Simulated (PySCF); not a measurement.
# CH9NSi3: the cost of one run

The runs use PySCF 2.14.0, with density-fitted response routines of our own; the level of theory stands in each step. All values are computed, except where a source is named. Atoms count from 0, in the outputs and in this text.

**1. Starting geometry**

14 atoms, charge 0, multiplicity 1; geometry from: GFN2-xTB. The atoms were then displaced at random by about 0.01 Å, so the start is not that level's minimum.

Bonds of the start (Å): N0–C1 1.25, C1–Si2 1.90, Si2–Si3 2.32, Si2–Si4 2.34, N0–H5 1.02, C1–H6 1.09, Si2–H7 1.48, Si3–H8 1.48, Si3–H9 1.43, Si3–H10 1.48, Si4–H11 1.47, Si4–H12 1.44, Si4–H13 1.49.

**2. Relaxing the molecule at PBE0-D3(BJ)/def2-SVP**

What the job is given:

```
{"job": {"xc": "PBE0", "basis": "def2-SVP", "d3": "d3bj", "grid": 1, "shake": 0.01, "kind": "geom"}, "charge": 0, "multiplicity": 1}
N     -2.203510    -1.793090    -0.568900
C     -1.488470    -1.008960     0.097220
Si     0.080790    -0.089640    -0.455410
Si    -0.303600     2.192090    -0.313710
Si     1.854730    -0.937520     0.806040
H     -1.928280    -1.902240    -1.541030
H     -1.800430    -0.864340     1.130570
H      0.261060    -0.492290    -1.869020
H     -1.463910     2.646690    -1.111490
H      0.832870     2.959830    -0.719720
H     -0.640970     2.578600     1.079500
H      3.122790    -0.283180     0.445230
H      2.033940    -2.364250     0.674060
H      1.635830    -0.656790     2.249300
```

Started as:

```
$ OMP_NUM_THREADS=1 python probes_run.py task.json out
```

The driver reads the jobs from task.json and runs them one after another.

**Question.** How long does this first job take on 1 thread of Intel Xeon 6975P-C, shared host, and how much memory does it need?

About 27 s, with a peak of 0.5 GiB.
